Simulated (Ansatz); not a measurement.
# CH5AlFGaO: basis-set convergence

How large a basis does CH5AlFGaO need? Two functionals are run in growing sets.

Method: one geometry, several basis sets; program: Ansatz 0.2.0, Gaussian basis.

Levels to be run: PBE0-D4/def2-SVP; ωB97M-V/def2-SVP; PBE0-D4/def2-QZVPP; ωB97M-V/def2-QZVPP; the functionals' def2-TZVPP values are taken from earlier runs.

## Step 1: The geometry

An earlier PBE0-D4 in a triple-zeta def2 set relaxation fixed the geometry.

SMILES `[OH][Al]([GaH2])[CH2]F`, 10 atoms, charge 0, spin multiplicity 1.

Atoms are counted from 1 here; the program's logs count them from 0.

Bond lengths: O1–Al2 1.701 Å, O1–H6 0.956 Å, Al2–Ga3 2.510 Å, Al2–C4 1.990 Å, Ga3–H7 1.578 Å, Ga3–H8 1.578 Å, C4–F5 1.408 Å, C4–H9 1.097 Å, C4–H10 1.097 Å. Angles: Al2–O1–H6 126.1°, O1–Al2–Ga3 119.2°, O1–Al2–C4 120.2°, Ga3–Al2–C4 120.6°, Al2–Ga3–H7 122.4°, Al2–Ga3–H8 122.5°, H7–Ga3–H8 115.1°, Al2–C4–F5 106.9°, Al2–C4–H9 114.1°, Al2–C4–H10 114.2°, F5–C4–H9 107.3°, F5–C4–H10 107.4°, H9–C4–H10 106.6°.

Coordinates:

```mol
CH5AlFGaO
  3D, bonds by distance, orders not assigned

 10  9  0  0  0  0  0  0  0  0999 V2000
   -2.2455   -0.2181    0.0611 O   0  0
   -0.5500   -0.0943    0.0171 Al  0  0
    0.8328   -2.1886    0.0676 Ga  0  0
    0.3222    1.6925   -0.0746 C   0  0
    1.7124    1.4686   -0.0968 F   0  0
   -2.8640    0.5102    0.0464 H   0  0
    1.2739   -2.9432   -1.2464 H   0  0
    1.3396   -2.8369    1.4141 H   0  0
    0.0695    2.2692   -0.9726 H   0  0
    0.1090    2.3407    0.7841 H   0  0
  1  2  8  0
  2  3  8  0
  2  4  8  0
  4  5  8  0
  1  6  8  0
  3  7  8  0
  3  8  8  0
  4  9  8  0
  4 10  8  0
M  END
```

## Step 2: PBE0-D4 in def2-SVP

Contents of in.yaml:

```yaml
crystal:
  periodic: [false, false, false]
  atoms:
    - {symbol: O, position_ang: [-2.245485, -0.218061, 0.061079]}
    - {symbol: Al, position_ang: [-0.550000, -0.094299, 0.017132]}
    - {symbol: Ga, position_ang: [0.832820, -2.188626, 0.067556]}
    - {symbol: C, position_ang: [0.322223, 1.692503, -0.074569]}
    - {symbol: F, position_ang: [1.712365, 1.468570, -0.096774]}
    - {symbol: H, position_ang: [-2.863975, 0.510210, 0.046428]}
    - {symbol: H, position_ang: [1.273893, -2.943248, -1.246410]}
    - {symbol: H, position_ang: [1.339647, -2.836948, 1.414116]}
    - {symbol: H, position_ang: [0.069476, 2.269180, -0.972639]}
    - {symbol: H, position_ang: [0.109025, 2.340718, 0.784081]}
basis:
  gaussian: {orbitals: def2-SVP}
hamiltonian: {xc: pbe0, dispersion: d4}
output: {orbitals: {seedname: orbitals}}
```

Command:

```
ansatz run in.yaml --threads 4 --pin off --events-out ev --progress --plain --max-ram 10444MiB
```

The runs that follow: ωB97M-V in def2-SVP; PBE0-D4 in def2-QZVPP; ωB97M-V in def2-QZVPP.

Before running them: what should the planned runs give, taken together? Wanted: PBE0-D4: double and triple zeta above quadruple; ωB97M-V: double and triple zeta above quadruple.

**Answer**, as computed:

| quantity | value |
| --- | --- |
| PBE0-D4: double and triple zeta above quadruple | 18.07, 1.73 eV |
| ωB97M-V: double and triple zeta above quadruple | 18.17, 1.68 eV |

In words: For PBE0-D4 the step from double to triple zeta gains 16.35 eV and the next only 1.73 eV. Total energies overstate the basis error of differences, where much of it tends to cancel.
